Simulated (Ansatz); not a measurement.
Crystal: KZr2.

```
CELL_PARAMETERS angstrom
0.00000 3.57912 3.57912
3.57912 0.00000 3.57912
3.57912 3.57912 0.00000
ATOMIC_POSITIONS crystal
K 0.00000 0.00000 0.00000
Zr 0.25000 0.25000 0.25000
Zr 0.75000 0.75000 0.75000
```

The cell was built by a generator and needn't be a form met in nature.

Base run:

```yaml
Program: Ansatz 0.2.0
Functional: PBE
Potentials_or_basis: Ansatz PAW
Cutoff: "420 eV (not typed: the program's choice for these potentials)"
k_mesh: 7 × 7 × 7
Occupations: fermi-dirac, width 0.05 eV
Spin: no spin polarisation
```

Its results: band gap on the k mesh none (metal or under the smearing width); pressure 0.0 GPa.

Task: The run is repeated on the same cell with these changes: functional from PBE to revPBE. What comes out?

Result: Band gap on the k mesh none (metal or under the smearing width); pressure 1.1 GPa.

revPBE binds less tightly than PBE, so the same cell stands under more pressure.

Caveats: the PAW data sets come from PBE, with cores solved anew for the run's functional, which leaves a small shift of forces and pressure (some runs).
